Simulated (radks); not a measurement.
**Ne²⁺ in [He] 2s2 2p4: an all-electron calculation**

An exercise on one series of results from a longer session: the logs are not shown, and one member is left open.

The numbers are computed with radks (a radial shooting solver on a logarithmic mesh, Libxc functionals) version 1 (non-relativistic Kohn-Sham, PBE, spin-polarised, spherical densities, point nucleus; open shells are filled with parallel spins first), except any that are marked as measured or tabulated.

**The system**

| Quantity | Value |
| --- | --- |
| element | neon (Z = 10) |
| charge | +2 |
| electrons | 8 |
| configuration | [He] 2s2 2p4 |

Outer shells as boxes (Hund's rule):

Ne²⁺
```
[He] core
2s [↑↓]
2p [↑↓][↑ ][↑ ]
```

The first run:

The run's settings:

```text
Z 10
configuration [He] 2s2 2p4
relativity non-relativistic
functional pbe,pbe
spin polarised
nucleus point
```

One of the session's tables, all rows but one given; the rest of the session is left out.

It belongs to the step «Radial structure». Sizes of the orbitals, from the radial functions (bohr):

| level | <r> | outermost maximum (interpolated) | 90 % within |
| --- | --- | --- | --- |
| 1s up | 0.1583 | 0.103 | 0.283 |
| 1s down | 0.1580 | 0.103 | 0.282 |
| 2s up | 0.8249 | 0.658 | 1.30 |
| 2s down | 0.8390 | 0.664 | 1.33 |
| 2p up | ? | ? | ? |
| 2p down | 0.8272 | 0.589 | 1.40 |

**Question.** Estimate the row for 2p up.

**Answer.** <r>: 0.8019; outermost maximum (interpolated): 0.578; 90 % within: 1.35. In the column «<r>» it lies between 1s up (0.1583) and 2s up (0.8249).

Limits of these values: Open shells are spherical and high-spin; term and fine-structure splittings are not resolved.
